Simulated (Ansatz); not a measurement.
# C2H2FSi (charge -1): two geometries relaxed

Aim: relax the geometries before and after the inversion of the pyramid at C3, and see whether they are two minima and how far apart in energy. SMILES of the start: C#[Si][CH-]F.

Method: RKS B3LYP/def2-mTZVP, in Ansatz 0.2.0.

### Step 1. The starting structure

Bond lengths: C1–Si2 1.711 Å, Si2–C3 1.809 Å, C3–F4 1.472 Å, C1–H5 1.105 Å, C3–H6 1.109 Å. Angles: C1–Si2–C3 174.7°, Si2–C1–H5 118.7°, Si2–C3–F4 115.6°, Si2–C3–H6 115.4°, F4–C3–H6 104.2°.

Structure file:

```xyz
6

C    -1.1332    0.9953   -1.4983
Si   -0.1632    0.2750   -0.2867
C     0.8314   -0.6343    0.9195
F     0.0789   -1.2656    2.0165
H    -1.0621    2.0867   -1.6546
H     1.4483   -1.4570    0.5035
```

### Step 2. Relaxing end A

The input, input.yaml:

```yaml
crystal:
  periodic: [false, false, false]
  atoms:
    - { symbol: C, position_ang: [-1.13322, 0.99528, -1.49825] }
    - { symbol: Si, position_ang: [-0.16319, 0.27497, -0.28672] }
    - { symbol: C, position_ang: [0.83135, -0.63433, 0.91953] }
    - { symbol: F, position_ang: [0.07888, -1.2656, 2.01653] }
    - { symbol: H, position_ang: [-1.06209, 2.08668, -1.65463] }
    - { symbol: H, position_ang: [1.44828, -1.45701, 0.50354] }
total_charge: -1
basis:
  gaussian: { orbitals: def2-mTZVP }
hamiltonian:
  xc: b3lyp
relax:
  f_tol: 0.015
  max_steps: 40
output:
  orbitals: {}
```

Run with:

```
> ansatz run input.yaml --threads 1 --pin off --max-ram 2048MiB --backend cpu --events-out ev --progress --plain --runs-dir out
```

The log of the run (excerpt; [...] marks lines left out):

```text
Warning: RAYON_NUM_THREADS=1 ignored (pool sized by the plan → 1); use --threads N
[...]
Functional definition: B3LYP
[...]
826 factors; integrals over basis functions are off by at most 6.6e-4 eV
[...]
mean field -12699.06165593 eV, -466.6819081222 hartree, gradient 4.3e-5 eV, S^2 0.000000; 0 other end points of the search recorded, 0 dependent functions left out
[...]
reference -12699.06187606 eV, -466.6819162120 hartree; 19, 19 occupied and 66, 66 virtual orbitals, 826 factors
relax step   1: F+E_penalty+E_count = -12699.06165593 eV  Δ(F+E_penalty+E_count) = +0.000e0 eV  max|allowed force component| = 9.448e-1 eV/Å  Δτ_max = 0.0000 Å  (29 SCF iters, accepted)
[...]
relax step   4: F+E_penalty+E_count = -12699.17710293 eV  Δ(F+E_penalty+E_count) = -5.896e-2 eV  max|allowed force component| = 6.805e-1 eV/Å  Δτ_max = 0.0999 Å  (32 SCF iters, accepted)
[...]
relax step   7: F+E_penalty+E_count = -12699.20801776 eV  Δ(F+E_penalty+E_count) = +8.242e-2 eV  max|allowed force component| = 2.136e0 eV/Å  Δτ_max = 0.1936 Å  (33 SCF iters, rejected (line search))
[...]
relax step  10: F+E_penalty+E_count = -12699.33034942 eV  Δ(F+E_penalty+E_count) = -1.885e-3 eV  max|allowed force component| = 3.448e-2 eV/Å  Δτ_max = 0.0165 Å  (34 SCF iters, accepted)
[...]
relax step  12: F+E_penalty+E_count = -12699.32994074 eV  Δ(F+E_penalty+E_count) = +5.489e-4 eV  max|allowed force component| = 3.951e-2 eV/Å  Δτ_max = 0.0203 Å  (33 SCF iters, rejected (line search))
[...]
relax step  13: F+E_penalty+E_count = -12699.33057271 eV  Δ(F+E_penalty+E_count) = -8.308e-5 eV  max|allowed force component| = 1.339e-2 eV/Å  Δτ_max = 0.0048 Å  (27 SCF iters, accepted)
826 factors; integrals over basis functions are off by at most 8.3e-4 eV
mean field -12699.33057271 eV, -466.6917906316 hartree, gradient 1.9e-5 eV, S^2 0.000000; 1 other end points of the search recorded, 0 dependent functions left out
[...]
reference -12699.33078707 eV, -466.6917985093 hartree; 19, 19 occupied and 66, 66 virtual orbitals, 826 factors
Total energy: -12699.33078707 eV, -466.6917985093 hartree
Atom 0 at    -1.111262     0.994071    -1.415439 Å, force     0.009576    -0.013394     0.012733 eV/Å
Atom 1 at    -0.038373     0.431592    -0.226482 Å, force    -0.002655     0.007810    -0.010176 eV/Å
Atom 2 at     0.551137    -0.958651     0.704250 Å, force    -0.011611    -0.002033    -0.000685 eV/Å
Atom 3 at     0.132724    -1.178492     2.043919 Å, force    -0.003057     0.000524     0.004780 eV/Å
Atom 4 at    -1.097312     2.051577    -1.701103 Å, force    -0.005140     0.011030    -0.004858 eV/Å
Atom 5 at     1.563096    -1.340108     0.594856 Å, force     0.012887    -0.003936    -0.001793 eV/Å
Dipole moment:     0.548862    -0.082882     0.520096 e Å
```

It took 1.7 min on 1 thread of an x86-64 CPU, shared host; peak memory 0.16 GiB.

The steps of the relaxation:

```tsv
step	energy from step 1 (eV)	largest force component (eV/Å)
1	0.0000	0.9448
2x	0.0554	1.4941
3	-0.0565	0.7881
4	-0.1154	0.6805
5	-0.2156	0.4688
6	-0.2288	0.6442
7x	-0.1464	2.1360
8	-0.2643	0.3822
9	-0.2668	0.2254
10	-0.2687	0.0345
11	-0.2688	0.0358
12x	-0.2683	0.0395
13	-0.2689	0.0134
```

Step 1 is the start. 3 steps were tried and not accepted (marked x).

After: Bond lengths: C1–Si2 1.697 Å, Si2–C3 1.774 Å, C3–F4 1.421 Å, C1–H5 1.095 Å, C3–H6 1.087 Å. Angles: C1–Si2–C3 146.9°, Si2–C1–H5 119.6°, Si2–C3–F4 121.2°, Si2–C3–H6 122.1°, F4–C3–H6 108.3°.

### Step 3. End point B

The second end starts from a geometry with the move made by hand.

Edit input.yaml of step 2 so:

```diff
@@ -6,5 +6,5 @@
     - { symbol: C, position_ang: [0.83135, -0.63433, 0.91953] }
-    - { symbol: F, position_ang: [0.07888, -1.2656, 2.01653] }
+    - { symbol: F, position_ang: [1.24154, 0.12956, 2.10963] }
     - { symbol: H, position_ang: [-1.06209, 2.08668, -1.65463] }
-    - { symbol: H, position_ang: [1.44828, -1.45701, 0.50354] }
+    - { symbol: H, position_ang: [1.77822, -1.06109, 0.52996] }
 total_charge: -1
```

Run with:

```
> ansatz run input.yaml --threads 1 --pin off --max-ram 2048MiB --backend cpu --events-out ev --progress --plain --runs-dir out
```

The log of the run (excerpt; [...] marks lines left out):

```text
Warning: RAYON_NUM_THREADS=1 ignored (pool sized by the plan → 1); use --threads N
[...]
Functional definition: B3LYP
[...]
826 factors; integrals over basis functions are off by at most 6.6e-4 eV
[...]
mean field -12698.67475212 eV, -466.6676896695 hartree, gradient 3.2e-5 eV, S^2 0.000000; 0 other end points of the search recorded, 0 dependent functions left out
[...]
reference -12698.67497835 eV, -466.6676979831 hartree; 19, 19 occupied and 66, 66 virtual orbitals, 826 factors
relax step   1: F+E_penalty+E_count = -12698.67475212 eV  Δ(F+E_penalty+E_count) = +0.000e0 eV  max|allowed force component| = 1.438e0 eV/Å  Δτ_max = 0.0000 Å  (29 SCF iters, accepted)
[...]
relax step   4: F+E_penalty+E_count = -12699.27575559 eV  Δ(F+E_penalty+E_count) = -1.005e-1 eV  max|allowed force component| = 1.004e0 eV/Å  Δτ_max = 0.1374 Å  (33 SCF iters, accepted)
[...]
826 factors; integrals over basis functions are off by at most 8.3e-4 eV
[...]
mean field -12699.33064478 eV, -466.6917932801 hartree, gradient 1.2e-5 eV, S^2 0.000000; 1 other end points of the search recorded, 0 dependent functions left out
[...]
reference -12699.33085794 eV, -466.6918011138 hartree; 19, 19 occupied and 66, 66 virtual orbitals, 826 factors
Total energy: -12699.33085794 eV, -466.6918011138 hartree
Atom 0 at    -1.216847     1.038019    -1.213331 Å, force    -0.003161     0.006677    -0.006028 eV/Å
Atom 1 at     0.178660     0.617698    -0.345123 Å, force    -0.000823     0.007142    -0.006149 eV/Å
Atom 2 at     0.916908    -0.487139     0.831171 Å, force     0.002897    -0.007322    -0.003080 eV/Å
Atom 3 at     1.078462    -0.110474     2.191483 Å, force     0.000612     0.001118     0.004915 eV/Å
Atom 4 at    -1.197226     1.886901    -1.906148 Å, force     0.001674    -0.008476     0.007723 eV/Å
Atom 5 at     1.732653    -1.153935     0.561467 Å, force    -0.001200     0.000861     0.002618 eV/Å
Dipole moment:     0.699720    -0.056663     0.285000 e Å
```

It took 2.4 min on 1 thread of an x86-64 CPU, shared host; peak memory 0.26 GiB.

The steps of the relaxation:

```tsv
step	energy from step 1 (eV)	largest force component (eV/Å)
1	0.0000	1.4382
2	-0.3330	1.4767
3	-0.5005	1.0548
4	-0.6010	1.0035
5x	-0.5679	0.8004
6	-0.6424	0.3285
7x	-0.6250	0.2675
8	-0.6523	0.0743
9x	-0.6507	0.2584
10	-0.6550	0.0526
11	-0.6553	0.0493
12x	-0.6543	0.0710
13	-0.6559	0.0251
14	-0.6559	0.0181
15	-0.6559	0.0085
```

Step 1 is the start. 4 steps were tried and not accepted (marked x).

After: Bond lengths: C1–Si2 1.696 Å, Si2–C3 1.775 Å, C3–F4 1.421 Å, C1–H5 1.096 Å, C3–H6 1.088 Å. Angles: C1–Si2–C3 146.7°, Si2–C1–H5 120.0°, Si2–C3–F4 121.1°, Si2–C3–H6 122.0°, F4–C3–H6 108.3°.

### Step 4. Outcome

```
                           quantity                     value
                              end A   9 moves, 0.269 eV lower
                              end B  10 moves, 0.656 eV lower
largest difference between the ends                    0.01 Å
            end B relative to end A                 -0.000 eV
```

The two relaxations end at one structure, within 0.01 Å: no second minimum was found from this start, which doesn't rule one out.
